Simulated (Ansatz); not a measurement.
Run this with Ansatz 0.2.0, Python API and show what comes out.

The script reads `input.yaml`:
```yaml
crystal:
  lattice:
    - [2.876786, 1.660913, 4.628109]
    - [-2.876786, 1.660913, 4.628109]
    - [0.0, -3.321826, 4.628109]
  atoms:
    - { symbol: La, position: [0.751132, 0.751132, 0.751132] }
    - { symbol: La, position: [0.248868, 0.248868, 0.248868] }
    - { symbol: Mg, position: [0.5, 0.5, 0.5] }
    - { symbol: Sn, position: [0.0, 0.0, 0.0] }
    - { symbol: O, position: [0.753173, 0.336849, 0.161417] }
    - { symbol: O, position: [0.161417, 0.753173, 0.336849] }
    - { symbol: O, position: [0.336849, 0.161417, 0.753173] }
    - { symbol: O, position: [0.246827, 0.663151, 0.838583] }
    - { symbol: O, position: [0.663151, 0.838583, 0.246827] }
    - { symbol: O, position: [0.838583, 0.246827, 0.663151] }
kpoints:
  mp_grid: { grid: [4, 4, 4] }
hamiltonian:
  xc: pbesol
scf:
  occupations: { method: fixed }
basis:
  ecutwfc: 510
output:
  stress: true
  eigenvalues: true
```

The script, `la2mgsno6_yaml_run.py`:
```python
"""La2MgSnO6 from YAML text."""

import warnings

import ansatz as az
import numpy as np
import yaml


def main() -> None:
    warnings.simplefilter("ignore", az.DeckWarning)

    with open("input.yaml") as handle:
        tree = yaml.safe_load(handle)
    print("sections:", list(tree))
    outcome = az.Session.from_dict(tree).plan().execute()
    summary = outcome.report

    for key in ("converged", "n_iterations", "n_electrons", "n_kpoints", "n_pw", "n_symmetry_ops", "free_energy_ev", "fermi_energy_ev"):
        print(f"{key:18s} {summary[key]}")

    # pressure is a third of the trace
    sigma = summary["stress_gpa"]
    voigt = [sigma[0][0], sigma[1][1], sigma[2][2], sigma[1][2], sigma[0][2], sigma[0][1]]
    print("stress xx yy zz yz xz xy (GPa, compression positive):", " ".join(f"{s:.3f}" for s in voigt))
    print("P =", round(10 * float(np.mean(voigt[:3])), 2), "kbar")

    used = summary["setup"]
    print("cutoffs (eV):", used["ecut_ev"], used["ecutrho_ev"], " FFT grid:", used["fft_dense"])
    print("cell volume {:.3f} A^3, {} symmetry operations".format(used["cell_volume_ang3"], used["n_sym_ops"]))

    print("energy terms (eV)")
    for term, value in summary["components"].items():
        if abs(value) > 1e-9:
            print(f"  {term:26s} {value:16.5f}")


if __name__ == "__main__":
    main()
```

```console
$ python la2mgsno6_yaml_run.py
sections: ['crystal', 'kpoints', 'hamiltonian', 'scf', 'basis', 'output']
converged          True
n_iterations       7
n_electrons        82.0
n_kpoints          14
n_pw               3485
n_symmetry_ops     6
free_energy_ev     -23562.586515811396
fermi_energy_ev    9.708585888791868
stress xx yy zz yz xz xy (GPa, compression positive): -5.157 -5.157 -5.562 0.000 -0.000 0.000
P = -52.92 kbar
cutoffs (eV): 510.0 2040.0  FFT grid: [45, 45, 45]
cell volume 132.681 A^3, 6 symmetry operations
energy terms (eV)
  e_band                           -317.79388
  e_kinetic                        1698.40191
  e_local                         -4671.63606
  e_nonlocal                        553.72781
  e_hartree                        1918.14584
  e_xc                            -1122.55700
  e_vxc                            -991.64706
  e_paw                          -15929.15607
  e_vpaw                           -742.94040
  e_augmentation_tail                 0.00528
  e_ewald                         -6010.41267
  e_core_change                       0.89445
```

Absolute energies stand on the zero of these potentials, so only differences at equal settings mean something. A total without «per atom» is that of the cell as typed. The energy terms are those on the plane-wave grid, with the one-centre PAW part apart; e_band, e_vxc and e_vpaw aren't summands of the total. Only differences from the Fermi energy are physical; the zero of the scale is a convention. Semilocal functionals put the empty 4f levels of La too low, which can move the conduction edge. At these settings the cell as given stands under about -5 GPa, so it isn't at this functional's equilibrium volume. This cell is a computed structure, which may not be the phase found in nature. Gaps and levels are Kohn-Sham values on a finite set of k-points, without spin-orbit coupling. Run time: 8.7 s on 1 thread of Arm Neoverse V1 (shared host), peak memory 0.54 GiB.

(Lines on the test bed's own set-up are left out of the output.)
